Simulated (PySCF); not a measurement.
# AgN₂H₆+: NMR shieldings, part 2 of 2

PySCF 2.14.0. Atoms count from 0. The steps go on from the part before.

### Step 5. NMR shieldings: PBE/pcSseg-1 Ag:us-x2c-TZVPall-2c in water, spin-free

What the job is given:

```
{"job": {"xc": "PBE", "basis": {"default": "pcSseg-1", "Ag": "us-x2c-TZVPall-2c"}, "rel": "sf", "solvent": "water", "kind": "hnmr"}, "charge": 1, "multiplicity": 1}
Ag     0.004610     0.003230    -0.000030
N     -0.003720    -0.015450     2.265100
H     -0.418880     0.827040     2.660730
H      0.933810    -0.084110     2.658850
H     -0.531760    -0.800240     2.644910
N      0.004230     0.015960    -2.265030
H     -0.937910     0.018600    -2.653880
H      0.474320    -0.798090    -2.659040
H      0.475300     0.833060    -2.651620
```

Level: PBE/pcSseg-1 Ag:us-x2c-TZVPall-2c GIAO NMR shielding, spin-free X2C, Gaussian nuclei, IEF-PCM water.

Output:

```text
spin-free SCF
coarse grid: 33280 points
cycle   1  E = -5427.9028292847  dE = -1.440e-01  |g| = 8.174e-01  |ddm| = 6.311e+00
cycle   2  E = -5427.6127079796  dE =  2.901e-01  |g| = 1.728e+00  |ddm| = 1.296e+00
cycle   3  E = -5427.9919807418  dE = -3.793e-01  |g| = 7.055e-02  |ddm| = 9.044e-01
cycle   4  E = -5427.9920432773  dE = -6.254e-05  |g| = 7.186e-02  |ddm| = 9.319e-02
cycle   5  E = -5427.9927365941  dE = -6.933e-04  |g| = 1.736e-02  |ddm| = 4.656e-02
cycle   6  E = -5427.9927916516  dE = -5.506e-05  |g| = 7.791e-04  |ddm| = 1.068e-02
cycle   7  E = -5427.9927917721  dE = -1.204e-07  |g| = 6.477e-05  |ddm| = 7.026e-04
final grid: 68656 points
cycle   8  E = -5427.9907455512  dE = -1.161e-06  |g| = 2.283e-03  |ddm| = 7.872e-04
cycle   9  E = -5427.9907455497  dE =  1.523e-09  |g| = 1.101e-04  |ddm| = 1.053e-04
cycle  10  E = -5427.9907455436  dE =  6.019e-09  |g| = 2.081e-04  |ddm| = 2.076e-04
cycle  11  E = -5427.9907455519  dE = -8.302e-09  |g| = 3.954e-06  |ddm| = 1.395e-04
converged SCF energy = -5427.9907455519
check of the scalar solution
cycle   1  E = -5427.9907455519  dE = -5.428e+03  |FDS-SDF| = 1.543e+00
cycle   2  E = -5427.9908784885  dE = -1.329e-04  |FDS-SDF| = 1.245e-03
cycle   3  E = -5427.9908784886  dE = -1.100e-10  |FDS-SDF| = 1.462e-05
converged, E = -5427.9908784886

Field gradients (au) and densities at the nuclei (bohr^-3)
atom        Vxx        Vyy        Vzz        centre      nuclear mean
  0 Ag     0.7435     0.7436    -1.4871     131161.325     130616.127
  1 N      0.2277     0.2282    -0.4559        185.470        185.470
  2 H     -0.1717    -0.2021     0.3738          0.361          0.361
  3 H     -0.1717    -0.2021     0.3738          0.361          0.361
  4 H     -0.1715    -0.2019     0.3734          0.361          0.361
  5 N      0.2278     0.2281    -0.4559        185.470        185.470
  6 H     -0.1716    -0.2020     0.3736          0.361          0.361
  7 H     -0.1716    -0.2019     0.3735          0.361          0.361
  8 H     -0.1715    -0.2019     0.3734          0.361          0.361
without picture change
  0 Ag                          -1.8836                    253277.081

Core orbital energies (eV)
atom   shell        mean    spread
  0 Ag 1s       -25286.901   0.000
  0 Ag 2s        -3723.833   0.000
  0 Ag 3s         -682.950   0.000
  0 Ag 4s          -95.138   0.000
  0 Ag 2p        -3341.854   0.031
  0 Ag 3p         -557.307   0.165
  0 Ag 4p          -58.782   0.079
  0 Ag 3d         -358.352   0.158

Shielding tensors (ppm)
atom      isotropic    diamagn.    paramagn.     s11        s22        s33       span
  0 Ag     3647.76     4716.09    -1068.33    3072.38    3072.43    4798.47    1726.09
  1 N       260.45      310.30      -49.85     237.03     272.14     272.18      35.14
  2 H        29.23       27.04        2.19      20.94      24.95      41.81      20.86
  3 H        29.23       27.04        2.19      20.94      24.94      41.81      20.87
  4 H        29.22       27.05        2.17      20.93      24.96      41.79      20.86
  5 N       260.44      310.30      -49.87     237.02     272.12     272.17      35.15
  6 H        29.23       27.05        2.17      20.93      24.95      41.79      20.86
  7 H        29.23       27.04        2.18      20.93      24.95      41.80      20.86
  8 H        29.23       27.03        2.20      20.94      24.93      41.80      20.86
```

It took 9.4 s on 1 thread of Arm Neoverse V2, shared host; peak memory 0.86 GiB.

### Step 6. NMR shieldings: PBE/pcSseg-1 Ag:us-x2c-TZVPall-2c in dichloromethane, spin–orbit

Settings changed since step 5:

```diff
@@ -1,2 +1,2 @@
-{"job": {"xc": "PBE", "basis": {"default": "pcSseg-1", "Ag": "us-x2c-TZVPall-2c"}, "rel": "sf", "solvent": "water", "kind": "hnmr"}, "charge": 1, "multiplicity": 1}
+{"job": {"xc": "PBE", "basis": {"default": "pcSseg-1", "Ag": "us-x2c-TZVPall-2c"}, "rel": "so", "solvent": "dichloromethane", "kind": "hnmr"}, "charge": 1, "multiplicity": 1}
 Ag     0.004610     0.003230    -0.000030
```

Level: PBE/pcSseg-1 Ag:us-x2c-TZVPall-2c GIAO NMR shielding, X2C with spin-orbit coupling, screened-nuclear two-electron part, Gaussian nuclei, IEF-PCM dichloromethane.

Output:

```text
spin-free SCF
coarse grid: 33280 points
cycle   1  E = -5427.8937757985  dE = -1.351e-01  |g| = 8.173e-01  |ddm| = 6.311e+00
cycle   2  E = -5427.6039617686  dE =  2.898e-01  |g| = 1.727e+00  |ddm| = 1.292e+00
cycle   3  E = -5427.9828852797  dE = -3.789e-01  |g| = 7.061e-02  |ddm| = 9.057e-01
cycle   4  E = -5427.9829331095  dE = -4.783e-05  |g| = 7.211e-02  |ddm| = 9.204e-02
cycle   5  E = -5427.9836372565  dE = -7.041e-04  |g| = 1.700e-02  |ddm| = 4.671e-02
cycle   6  E = -5427.9836893618  dE = -5.211e-05  |g| = 8.336e-04  |ddm| = 1.030e-02
cycle   7  E = -5427.9836894950  dE = -1.332e-07  |g| = 5.753e-05  |ddm| = 7.408e-04
final grid: 68656 points
cycle   8  E = -5427.9816433068  dE = -1.160e-06  |g| = 2.283e-03  |ddm| = 8.014e-04
cycle   9  E = -5427.9816433043  dE =  2.517e-09  |g| = 1.400e-04  |ddm| = 1.222e-04
cycle  10  E = -5427.9816432936  dE =  1.069e-08  |g| = 2.945e-04  |ddm| = 2.425e-04
cycle  11  E = -5427.9816433077  dE = -1.411e-08  |g| = 1.806e-05  |ddm| = 1.575e-04
cycle  12  E = -5427.9816433078  dE = -4.638e-11  |g| = 2.898e-06  |ddm| = 1.127e-05
converged SCF energy = -5427.9816433078
two-component SCF
cycle   1  E = -5427.5410270906  dE = -5.428e+03  |FDS-SDF| = 3.444e+01
cycle   2  E = -5428.5340159462  dE = -9.930e-01  |FDS-SDF| = 4.711e-02
cycle   3  E = -5428.5340191296  dE = -3.183e-06  |FDS-SDF| = 6.729e-03
cycle   4  E = -5428.5340194499  dE = -3.203e-07  |FDS-SDF| = 1.947e-03
cycle   5  E = -5428.5340194720  dE = -2.205e-08  |FDS-SDF| = 7.243e-04
cycle   6  E = -5428.5340195449  dE = -7.293e-08  |FDS-SDF| = 8.512e-05
cycle   7  E = -5428.5340195456  dE = -7.212e-10  |FDS-SDF| = 5.356e-05
converged, E = -5428.5340195456

Field gradients (au) and densities at the nuclei (bohr^-3)
atom        Vxx        Vyy        Vzz        centre      nuclear mean
  0 Ag     0.7483     0.7485    -1.4969     131221.428     130676.225
  1 N      0.2290     0.2294    -0.4584        185.470        185.470
  2 H     -0.1717    -0.2022     0.3739          0.361          0.361
  3 H     -0.1717    -0.2022     0.3739          0.361          0.361
  4 H     -0.1715    -0.2020     0.3735          0.361          0.361
  5 N      0.2291     0.2293    -0.4584        185.471        185.470
  6 H     -0.1716    -0.2021     0.3737          0.361          0.361
  7 H     -0.1716    -0.2020     0.3736          0.361          0.361
  8 H     -0.1715    -0.2020     0.3735          0.361          0.361
without picture change
  0 Ag                          -1.8834                    253270.093

Core orbital energies (eV)
atom   shell        mean    spread
  0 Ag 1s       -25286.271   0.000
  0 Ag 2s        -3724.097   0.000
  0 Ag 3s         -683.374   0.000
  0 Ag 4s          -95.597   0.000
  0 Ag 2p1/2     -3460.247   0.000
  0 Ag 2p3/2     -3286.075   0.022
  0 Ag 3p1/2      -578.647   0.000
  0 Ag 3p3/2      -547.801   0.111
  0 Ag 4p1/2       -62.697   0.000
  0 Ag 4p3/2       -57.611   0.055
  0 Ag 3d3/2      -362.456   0.104
  0 Ag 3d5/2      -356.370   0.136

Shielding tensors (ppm)
atom      isotropic    diamagn.    paramagn.     s11        s22        s33       span
  0 Ag     4447.57     4379.62       67.94    3924.89    3924.92    5492.88    1567.99
  1 N       257.55      310.59      -53.04     237.78     267.41     267.45      29.68
  2 H        29.27       27.06        2.21      21.01      25.09      41.72      20.71
  3 H        29.27       27.05        2.22      21.01      25.08      41.72      20.71
  4 H        29.26       27.07        2.20      20.99      25.10      41.70      20.71
  5 N       257.53      310.59      -53.06     237.76     267.39     267.45      29.68
  6 H        29.27       27.07        2.20      21.00      25.09      41.71      20.71
  7 H        29.27       27.06        2.21      21.00      25.09      41.71      20.71
  8 H        29.27       27.04        2.22      21.00      25.08      41.72      20.71
```

It took 27 s on 1 thread of Arm Neoverse V2, shared host; peak memory 0.91 GiB.

From this job:

```tsv
quantity	value
energy from spin-orbit coupling	-0.5524 Eh
```

### Step 7. NMR shieldings: PBE/pcSseg-1 Ag:us-x2c-TZVPall-2c in dichloromethane, spin-free

Settings changed since step 6:

```diff
@@ -1,2 +1,2 @@
-{"job": {"xc": "PBE", "basis": {"default": "pcSseg-1", "Ag": "us-x2c-TZVPall-2c"}, "rel": "so", "solvent": "dichloromethane", "kind": "hnmr"}, "charge": 1, "multiplicity": 1}
+{"job": {"xc": "PBE", "basis": {"default": "pcSseg-1", "Ag": "us-x2c-TZVPall-2c"}, "rel": "sf", "solvent": "dichloromethane", "kind": "hnmr"}, "charge": 1, "multiplicity": 1}
 Ag     0.004610     0.003230    -0.000030
```

Level: PBE/pcSseg-1 Ag:us-x2c-TZVPall-2c GIAO NMR shielding, spin-free X2C, Gaussian nuclei, IEF-PCM dichloromethane.

Output:

```text
spin-free SCF
coarse grid: 33280 points
cycle   1  E = -5427.8937757985  dE = -1.351e-01  |g| = 8.173e-01  |ddm| = 6.311e+00
cycle   2  E = -5427.6039617686  dE =  2.898e-01  |g| = 1.727e+00  |ddm| = 1.292e+00
cycle   3  E = -5427.9828852797  dE = -3.789e-01  |g| = 7.061e-02  |ddm| = 9.057e-01
cycle   4  E = -5427.9829331095  dE = -4.783e-05  |g| = 7.211e-02  |ddm| = 9.204e-02
cycle   5  E = -5427.9836372565  dE = -7.041e-04  |g| = 1.700e-02  |ddm| = 4.671e-02
cycle   6  E = -5427.9836893618  dE = -5.211e-05  |g| = 8.336e-04  |ddm| = 1.030e-02
cycle   7  E = -5427.9836894950  dE = -1.332e-07  |g| = 5.753e-05  |ddm| = 7.408e-04
final grid: 68656 points
cycle   8  E = -5427.9816433068  dE = -1.160e-06  |g| = 2.283e-03  |ddm| = 8.014e-04
cycle   9  E = -5427.9816433043  dE =  2.517e-09  |g| = 1.400e-04  |ddm| = 1.222e-04
cycle  10  E = -5427.9816432936  dE =  1.069e-08  |g| = 2.945e-04  |ddm| = 2.425e-04
cycle  11  E = -5427.9816433077  dE = -1.411e-08  |g| = 1.806e-05  |ddm| = 1.575e-04
cycle  12  E = -5427.9816433078  dE = -4.638e-11  |g| = 2.898e-06  |ddm| = 1.127e-05
converged SCF energy = -5427.9816433078
check of the scalar solution
cycle   1  E = -5427.9816433078  dE = -5.428e+03  |FDS-SDF| = 1.543e+00
cycle   2  E = -5427.9817762396  dE = -1.329e-04  |FDS-SDF| = 1.245e-03
cycle   3  E = -5427.9817762397  dE = -1.100e-10  |FDS-SDF| = 1.178e-05
converged, E = -5427.9817762397

Field gradients (au) and densities at the nuclei (bohr^-3)
atom        Vxx        Vyy        Vzz        centre      nuclear mean
  0 Ag     0.7430     0.7432    -1.4861     131161.289     130616.092
  1 N      0.2292     0.2296    -0.4589        185.471        185.470
  2 H     -0.1717    -0.2022     0.3739          0.361          0.361
  3 H     -0.1717    -0.2022     0.3739          0.361          0.361
  4 H     -0.1715    -0.2020     0.3735          0.361          0.361
  5 N      0.2293     0.2295    -0.4589        185.471        185.470
  6 H     -0.1716    -0.2021     0.3737          0.361          0.361
  7 H     -0.1716    -0.2020     0.3736          0.361          0.361
  8 H     -0.1715    -0.2020     0.3735          0.361          0.361
without picture change
  0 Ag                          -1.8825                    253277.012

Core orbital energies (eV)
atom   shell        mean    spread
  0 Ag 1s       -25287.357   0.000
  0 Ag 2s        -3724.289   0.000
  0 Ag 3s         -683.406   0.000
  0 Ag 4s          -95.595   0.000
  0 Ag 2p        -3342.310   0.031
  0 Ag 3p         -557.763   0.166
  0 Ag 4p          -59.239   0.079
  0 Ag 3d         -358.809   0.158

Shielding tensors (ppm)
atom      isotropic    diamagn.    paramagn.     s11        s22        s33       span
  0 Ag     3651.37     4716.08    -1064.71    3077.81    3077.83    4798.47    1720.66
  1 N       260.37      310.32      -49.96     236.94     272.06     272.10      35.17
  2 H        29.25       27.06        2.18      20.96      24.96      41.81      20.84
  3 H        29.24       27.05        2.19      20.97      24.96      41.81      20.84
  4 H        29.24       27.07        2.17      20.95      24.97      41.79      20.84
  5 N       260.35      310.32      -49.97     236.92     272.04     272.10      35.17
  6 H        29.24       27.07        2.17      20.96      24.97      41.80      20.84
  7 H        29.24       27.06        2.18      20.96      24.97      41.80      20.84
  8 H        29.24       27.05        2.19      20.96      24.95      41.80      20.84
```

It took 10 s on 1 thread of Arm Neoverse V2, shared host; peak memory 0.86 GiB.

### Step 8. Shieldings side by side

```tsv
run	Ag0	N1	N5	H4	H6	H3	H7	time
step 2, PBE/pcSseg-1 Ag:us-x2c-TZVPall-2c, spin–orbit	4475.2	257.0	257.0	29.3	29.3	29.3	29.3	29 s
step 3, PBE/pcSseg-1 Ag:us-x2c-TZVPall-2c, spin-free	3682.2	259.9	259.9	29.3	29.3	29.3	29.3	8.9 s
step 4, PBE/pcSseg-1 Ag:us-x2c-TZVPall-2c in water, spin–orbit	4444.1	257.6	257.6	29.2	29.3	29.3	29.3	25 s
step 5, PBE/pcSseg-1 Ag:us-x2c-TZVPall-2c in water, spin-free	3647.8	260.4	260.4	29.2	29.2	29.2	29.2	9.4 s
step 6, PBE/pcSseg-1 Ag:us-x2c-TZVPall-2c in dichloromethane, spin–orbit	4447.6	257.5	257.5	29.3	29.3	29.3	29.3	27 s
step 7, PBE/pcSseg-1 Ag:us-x2c-TZVPall-2c in dichloromethane, spin-free	3651.4	260.4	260.4	29.2	29.2	29.2	29.2	10 s
```

### Step 9. What came out

What follows sums up all 2 parts.

| quantity | value |
| --- | --- |
| energy from spin-orbit coupling (step 2, PBE/pcSseg-1 Ag:us-x2c-TZVPall-2c, spin–orbit) | -0.5524 Eh |
| shieldings (step 2, PBE/pcSseg-1 Ag:us-x2c-TZVPall-2c, spin–orbit) | Ag0 4475.2, N1 257.0, N5 257.0 ppm |
| shieldings (step 3, PBE/pcSseg-1 Ag:us-x2c-TZVPall-2c, spin-free) | Ag0 3682.2, N1 259.9, N5 259.9 ppm |
| energy from spin-orbit coupling (step 4, PBE/pcSseg-1 Ag:us-x2c-TZVPall-2c in water, spin–orbit) | -0.5524 Eh |
| shieldings (step 4, PBE/pcSseg-1 Ag:us-x2c-TZVPall-2c in water, spin–orbit) | Ag0 4444.1, N1 257.6, N5 257.6 ppm |
| shieldings (step 5, PBE/pcSseg-1 Ag:us-x2c-TZVPall-2c in water, spin-free) | Ag0 3647.8, N1 260.4, N5 260.4 ppm |
| energy from spin-orbit coupling (step 6, PBE/pcSseg-1 Ag:us-x2c-TZVPall-2c in dichloromethane, spin–orbit) | -0.5524 Eh |
| shieldings (step 6, PBE/pcSseg-1 Ag:us-x2c-TZVPall-2c in dichloromethane, spin–orbit) | Ag0 4447.6, N1 257.5, N5 257.5 ppm |
| shieldings (step 7, PBE/pcSseg-1 Ag:us-x2c-TZVPall-2c in dichloromethane, spin-free) | Ag0 3651.4, N1 260.4, N5 260.4 ppm |

**Reading.** A contracted two-component basis is stiff near heavy nuclei, so the absolute shieldings of the heavy atoms from it are rough. In step 2, Ag0 has the widest tensor, 1527 ppm. A continuum can't give the shift that close solvent molecules cause at an ion. Ag0 moves most between the runs, by 827 ppm; the labels say what changes from run to run. The geometry comes from tight binding, which is rough for metal atoms, and these values hang on it.
